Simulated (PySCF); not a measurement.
# [Nd(H2O)3]3+: other functionals and bases at one geometry

The task here is to estimate one member of a computed series from the others.

Program: PySCF 2.14.0. Level of theory: several levels, as the steps say, no spin–orbit coupling. These are calculated values, not measurements.

3 further runs of the same task are left out: 2 for a known fault of the program, 1 that didn't finish.

### Starting geometry

10 atoms, charge 3, spin multiplicity 1.

Bond lengths: Nd1–O2 2.327 Å, Nd1–O5 2.327 Å, Nd1–O8 2.327 Å, O2–H3 0.998 Å, O2–H4 0.998 Å, O5–H6 0.998 Å, O5–H7 0.998 Å, O8–H9 0.998 Å, O8–H10 0.998 Å. Angles: O2–Nd1–O5 120.0°, O2–Nd1–O8 120.0°, O5–Nd1–O8 120.0°, Nd1–O2–H3 128.6°, Nd1–O2–H4 128.6°, H3–O2–H4 102.7°, Nd1–O5–H6 128.6°, Nd1–O5–H7 128.6°, H6–O5–H7 102.7°, Nd1–O8–H9 128.6°, Nd1–O8–H10 128.6°, H9–O8–H10 102.7°.

Geometry (Å):

```xyz
10
H6NdO3
Nd    0.0000    0.0000    0.0000
O     2.3274    0.0000    0.0000
H     2.9508   -0.7718    0.1101
H     2.9507    0.7719   -0.1101
O    -1.1637    2.0155    0.0000
H    -0.8069    2.9413    0.1101
H    -2.1438    2.1695   -0.1101
O    -1.1637   -2.0156    0.0000
H    -2.1438   -2.1695    0.1101
H    -0.8069   -2.9413   -0.1101
```

Formal oxidation states: Nd +3. Each metal's 3 4f electrons lie in its core potential, so multiplicities, spins and levels count the valence alone. An earlier session relaxed this geometry at PBE, Nd lcecp-1-SVP with ECP49, O def2-SVP, H def2-SVP (singlet, point group D3).

At PBE on the finer grid: E = -261.738767 Eh, HOMO -23.06 eV, LUMO -17.64 eV, Mulliken charge on Nd1 +1.86 e, largest force component 0.005 eV/Å. 

Levels to run: revPBE; r2SCAN; wB97X; BLYP; PBE, TZVP. Hardware: 2 threads of Arm Neoverse V1, shared host.

The first run:

The input, run.py (the lines that set the calculation):

```python
mol = gto.M(atom='''
Nd     0.00000     0.00000     0.00000
O      2.32736     0.00001     0.00000
H      2.95075    -0.77183     0.11013
H      2.95074     0.77185    -0.11013
O     -1.16369     2.01554     0.00000
H     -0.80695     2.94134     0.11013
H     -2.14381     2.16949    -0.11013
O     -1.16367    -2.01555     0.00000
H     -2.14380    -2.16951     0.11013
H     -0.80693    -2.94134    -0.11013''',
    basis={'Nd': 'lcecp-1-SVP', 'O': 'def2-SVP', 'H': 'def2-SVP'},
    ecp={'Nd': 'lcecp-1-SVP'},
    charge=3, spin=0)
mf = dft.RKS(mol, xc='PBE_R,PBE')
mf.grids.atom_grid = (75, 302)  # f atoms: unpruned, at least (60, 302)
mf = mf.density_fit()  # fitting sets: Nd AutoAux, O def2-universal-JKFIT, H def2-universal-JKFIT
mf.conv_tol = 1e-08; mf.max_cycle = 55
mf.kernel(dm0)  # dm0: the density of the relaxed state
```

On the command line:

```bash
OMP_NUM_THREADS=2 python run.py
```

Among the steps run: revPBE; r2SCAN; wB97X; BLYP; PBE, TZVP.

One table of the session follows, with a row left open; its other results are not shown here.

```
             level  HOMO (eV)  gap (eV)  charge on Nd1 (e)  largest force component (eV/Å)
PBE (relaxed here)     -23.06      5.42               1.86                            0.00
            revPBE     -23.02      5.42               1.88                            0.17
            r2SCAN          ?         ?                  ?                               ?
             wB97X     -27.43     13.08               2.04                            0.65
              BLYP     -22.94      5.29               1.84                            0.10
         PBE, TZVP     -23.11      5.52               2.18                            0.32
```

Q: Estimate the row for r2SCAN from the others.

The run gave: HOMO (eV): -23.47; gap (eV): 6.36; charge on Nd1 (e): 1.99; largest force component (eV/Å): 0.43. In the column «HOMO (eV)» it lies between wB97X (-27.43) and PBE, TZVP (-23.11).

In one basis the HOMO–LUMO gap runs from 5.29 eV (BLYP) to 13.08 eV (wB97X). The largest leftover force, 0.65 eV/Å with wB97X, stands at a geometry relaxed at another level. With 4f in the core, its levels are missing from HOMO and gap, and its count is fixed, so no charge can pass from the ligands into it. Total energies of different levels can't be compared.
